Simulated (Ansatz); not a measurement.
# CaZr2N3: the cost of one run

Program: Ansatz 0.2.0. Level of theory: DFT PBE, scalar-relativistic, plane waves, PAW. These are calculated values, not measurements.

3 further runs of the same task are left out: 2 that didn't finish, 1 set aside as unsound or not needed.

## (1) The system as given

The structure is hexagonal, space group P6/mmm (No. 191). The conventional cell has a = 5.132 Å, b = 5.132 Å, c = 3.982 Å, α = 90.00°, β = 90.00°, γ = 120.00°. Ca (site symmetry 6/mmm) is surrounded by 6 Zr at 2.96 Å and 12 N at 3.25 Å. Zr (site symmetry -6m2) is surrounded by 6 N at 2.48 Å. N (site symmetry mmm) is surrounded by 4 Zr at 2.48 Å and 4 Ca at 3.25 Å.

Coordinates:

```
Ca Zr N
1.0
     5.13241    0.00000    0.00000
    -2.56620    4.44479    0.00000
     0.00000    0.00000    3.98194
Ca Zr N
1 2 3
Direct
  0.00000 0.00000 0.00000
  0.33333 0.66667 0.00000
  0.66667 0.33333 0.00000
  0.50000 0.00000 0.50000
  0.50000 0.50000 0.50000
  0.00000 0.50000 0.50000
```

The cell is invented: species swapped into a database cell of SmAl3Pd2 (P6/mmm, No. 191), with Ca on the Sm sites, N on the Al sites and Zr on the Pd sites. Lengths come from tabulated atomic sizes and are only a guess.

## (2) The guess as it stands, on a coarse mesh

Input file input.yaml:

```yaml
crystal:
  lattice:
    - [5.13240528, 0.0, 0.0]
    - [-2.56620264, 4.44479335, 0.0]
    - [0.0, 0.0, 3.98193532]
  atoms:
    - { symbol: Ca, position: [0.0, 0.0, 0.0] }
    - { symbol: Zr, position: [0.33333333, 0.66666667, 0.0] }
    - { symbol: Zr, position: [0.66666667, 0.33333333, 0.0] }
    - { symbol: "N", position: [0.5, 0.0, 0.5] }
    - { symbol: "N", position: [0.5, 0.5, 0.5] }
    - { symbol: "N", position: [0.0, 0.5, 0.5] }
basis:
  ecutwfc: 420
kpoints:
  mp_grid: { grid: [6, 6, 4] }
hamiltonian:
  xc: pbe
scf:
  occupations: { method: gaussian, width: 0.1 }
  lower_state_search: "off"
output:
  forces: true
  stress: true
  eigenvalues: true
```

Run with:

```sh
> ansatz run input.yaml --threads 1 --pin off --max-ram 2560MiB --backend cpu --events-out ev --progress --plain --runs-dir out
```

**Question.** How long does this run take on 1 thread of AMD EPYC 7R43 (Zen 3), shared host, and how much memory does it need?

About 3.4 s, with a peak of 0.42 GiB.
